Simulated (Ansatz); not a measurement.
# AlH5O5: the cost of one run

Method: RKS PBE-D4/def2-SVP, in Ansatz 0.2.0.

### 1 The system as given

Bond lengths: Al1–O2 2.179 Å, Al1–O3 1.640 Å, Al1–O4 1.641 Å, Al1–O6 2.183 Å, O6–O7 1.418 Å, O2–H8 0.956 Å, O3–H9 0.945 Å, O4–H10 0.945 Å, O7–H11 0.965 Å. Angles: Al1–O2–H8 115.0°, O2–Al1–O3 112.5°, O2–Al1–O4 110.7°, O2–Al1–O6 70.3°, O3–Al1–O4 129.8°, O3–Al1–O6 112.0°, O4–Al1–O6 105.7°, Al1–O3–H9 144.0°, Al1–O4–H10 153.4°, Al1–O6–O7 109.1°, O6–O7–H11 103.9°.

As a file:

```xyz
11

Al   -0.2332   -0.7905    0.0450
O     1.8452   -0.1358    0.0677
O    -0.5502   -1.9157    1.1953
O    -0.8819   -0.6078   -1.4511
H     1.0236    0.7061    0.5642
O    -0.1039    1.2214    0.8816
O    -0.2931    2.1689   -0.1561
H     2.1540    0.2571   -0.7469
H    -0.3290   -2.1980    2.0696
H    -1.3810   -0.9028   -2.1968
H    -1.2504    2.1972   -0.2724
```

### 2 Pulling towards end A

Springs on the bonds that form and break draw the guess towards this end; the thresholds are loose.

File input.yaml:

```yaml
crystal:
  periodic: [false, false, false]
  atoms:
    - { symbol: Al, position_ang: [-0.2332, -0.7905, 0.045] }
    - { symbol: O, position_ang: [1.8452, -0.1358, 0.0677] }
    - { symbol: O, position_ang: [-0.5502, -1.9157, 1.1953] }
    - { symbol: O, position_ang: [-0.8819, -0.6078, -1.4511] }
    - { symbol: H, position_ang: [1.0236, 0.7061, 0.5642] }
    - { symbol: O, position_ang: [-0.1039, 1.2214, 0.8816] }
    - { symbol: O, position_ang: [-0.2931, 2.1689, -0.1561] }
    - { symbol: H, position_ang: [2.154, 0.2571, -0.7469] }
    - { symbol: H, position_ang: [-0.329, -2.198, 2.0696] }
    - { symbol: H, position_ang: [-1.381, -0.9028, -2.1968] }
    - { symbol: H, position_ang: [-1.2504, 2.1972, -0.2724] }
basis:
  gaussian: { orbitals: def2-SVP }
hamiltonian:
  xc: pbe
  dispersion: d4
relax:
  f_tol: 0.15
  max_steps: 25
  restrain:
    - { distance: [0, 5], at: 3.17, k: 30.0 }
    - { distance: [4, 1], at: 2.27, k: 30.0 }
    - { distance: [0, 1], at: 1.87, k: 30.0 }
    - { distance: [4, 5], at: 0.97, k: 30.0 }
output:
  orbitals: {}
```

The run is started by

```console
$ ansatz run input.yaml --threads 2 --pin off --max-ram 3072MiB --backend cpu --events-out ev --progress --plain --runs-dir out
```

**Question.** How long does this run take on 2 threads of Intel Xeon Platinum 8259CL at 2.50GHz (Skylake/Cascade Lake), shared host, and how much memory does it need?

About 58 s, with a peak of 0.17 GiB.
